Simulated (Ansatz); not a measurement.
**CH2AlBrS: a ladder of functionals and wavefunction methods**

The task here is to estimate one member of a computed series from the others.

Computed with Ansatz 0.2.0, Gaussian basis. Level: functionals in def2-TZVPP, the program's frozen cores in correlated methods.

The runs, in order: LDA (SPW92), PBE-D4, revPBE-D4, BLYP-D4, r2SCAN-D4, B97M-V, PBE0-D4, B3LYP-D4, r2SCANh-D4, r2SCAN0-D4, HSE06-D4, BHLYP-D4, CAM-B3LYP-D4, LC-ωPBE, ωB97X-V, ωB97M-V, B2PLYP, PBE-QIDH; CCSD(T)/def2-SVP; CCSD(T)/def2-TZVPP; MP2/def2-QZVPP; extrapolation to the limit; RPA on PBE.

**Structure used throughout**

An earlier PBE0-D4 in a triple-zeta def2 set relaxation fixed the geometry.

SMILES `[Br][Al]1[CH2][S]1`, 6 atoms, charge 0, spin multiplicity 1.

Atoms are counted from 1 here; the program's logs count them from 0.

Bond lengths: Br1–Al2 2.222 Å, Al2–C3 1.900 Å, Al2–S4 2.104 Å, C3–S4 1.929 Å, C3–H5 1.087 Å, C3–H6 1.087 Å. Angles: Br1–Al2–C3 154.0°, Br1–Al2–S4 148.6°, C3–Al2–S4 57.3°, Al2–C3–S4 66.7°, Al2–C3–H5 122.7°, Al2–C3–H6 122.8°, S4–C3–H5 110.9°, S4–C3–H6 110.9°, H5–C3–H6 111.5°, Al2–S4–C3 56.0°.

Set-up of the first run:

in.yaml reads:

```yaml
crystal:
  periodic: [false, false, false]
  atoms:
    - {symbol: Br, position_ang: [-1.739364, -2.629629, 0.431643]}
    - {symbol: Al, position_ang: [-0.674175, -0.746523, -0.075698]}
    - {symbol: C, position_ang: [0.669755, 0.573884, 0.167111]}
    - {symbol: S, position_ang: [-0.505906, 0.943950, -1.317391]}
    - {symbol: H, position_ang: [0.598272, 1.353358, 0.921375]}
    - {symbol: H, position_ang: [1.693519, 0.440859, -0.173141]}
basis:
  gaussian: {orbitals: def2-TZVPP}
hamiltonian: {xc: lda}
output: {orbitals: {seedname: orbitals}}
```

Command:

```sh
> ansatz run in.yaml --threads 2 --pin off --events-out ev --progress --plain --max-ram 4352MiB
```

Among the steps run: LDA; PBE-D4 (GGA); revPBE-D4 (GGA); BLYP-D4 (GGA); r2SCAN-D4 (meta-GGA); B97M-V (meta-GGA); B3LYP-D4 (hybrid); r2SCANh-D4 (hybrid); r2SCAN0-D4 (hybrid); HSE06-D4 (hybrid); BHLYP-D4 (hybrid); CAM-B3LYP-D4 (range-separated); LC-ωPBE (range-separated); ωB97X-V (range-separated); ωB97M-V (range-separated); B2PLYP (double hybrid); PBE-QIDH (double hybrid).

One of the session's tables, all rows but one given; the rest of the session is left out.

It belongs to the step «Frontier levels by functional». 

| functional | HOMO (eV) | LUMO (eV) | gap (eV) |
| --- | --- | --- | --- |
| LDA (SPW92) | -6.11 | -2.65 | 3.46 |
| PBE-D4 | -5.97 | -2.38 | 3.59 |
| revPBE-D4 | -5.92 | -2.26 | 3.66 |
| BLYP-D4 | -5.78 | -2.27 | 3.51 |
| r2SCAN-D4 | -6.20 | -2.05 | 4.15 |
| B97M-V | -6.23 | -2.07 | 4.16 |
| PBE0-D4 | -7.12 | -1.57 | 5.56 |
| B3LYP-D4 | -6.87 | -1.80 | 5.07 |
| r2SCANh-D4 | -6.63 | -1.78 | 4.85 |
| r2SCAN0-D4 | -7.28 | -1.38 | 5.90 |
| HSE06-D4 | -6.73 | -1.94 | 4.79 |
| BHLYP-D4 | -8.11 | -0.73 | 7.39 |
| CAM-B3LYP-D4 | -8.40 | -0.60 | 7.80 |
| LC-ωPBE | -9.77 | 0.59 | 10.35 |
| ωB97X-V | -9.41 | 0.44 | 9.85 |
| ωB97M-V | ? | ? | ? |

Q: Estimate the row for ωB97M-V from the others.

The run gave: HOMO (eV): -9.24; LUMO (eV): 0.17; gap (eV): 9.42. In the column «HOMO (eV)» it lies between ωB97X-V (-9.41) and CAM-B3LYP-D4 (-8.40).
